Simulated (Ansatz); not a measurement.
# ZrGe: the cost of one run

Method: DFT PBEsol, scalar-relativistic, plane waves, PAW, in Ansatz 0.2.0.

## (1) The starting structure

The structure is cubic, space group Fm-3m (No. 225). The conventional cell has a = 5.540 Å, b = 5.540 Å, c = 5.540 Å, α = 90.00°, β = 90.00°, γ = 90.00°. Zr (site symmetry m-3m) is surrounded by 6 Ge at 2.77 Å. Ge (site symmetry m-3m) is surrounded by 6 Zr at 2.77 Å.

Structure file:

```
Zr Ge
1.0
     0.00000    2.77000    2.77000
     2.77000    0.00000    2.77000
     2.77000    2.77000    0.00000
Zr Ge
1 1
Cartesian
  0.0000 0.0000 0.0000
  2.7700 2.7700 2.7700
```

The cell was made up by rule, so the compound may not exist in this form.

This is a trial structure, the rocksalt prototype, and another one may lie lower.

## (2) Seeking zero pressure, try 1

Contents of input.yaml:

```yaml
crystal:
  lattice:
    - [0.0, 2.77, 2.77]
    - [2.77, 0.0, 2.77]
    - [2.77, 2.77, 0.0]
  atoms:
    - { symbol: Zr, position: [0.0, 0.0, 0.0] }
    - { symbol: Ge, position: [0.5, 0.5, 0.5] }
basis:
  ecutwfc: 420
kpoints:
  mp_grid: { grid: [6, 6, 6] }
hamiltonian:
  xc: pbesol
scf:
  occupations: { method: gaussian, width: 0.05 }
output:
  forces: true
  stress: true
  eigenvalues: true
```

The run is started by

```bash
$ ansatz run input.yaml --threads 1 --pin off --max-ram 1228MiB --backend cpu --events-out ev --progress --plain --runs-dir out
```

Q: Estimate wall time and peak memory on 1 thread of Arm Neoverse N1, shared host.

About 2 s, with a peak of 0.29 GiB.
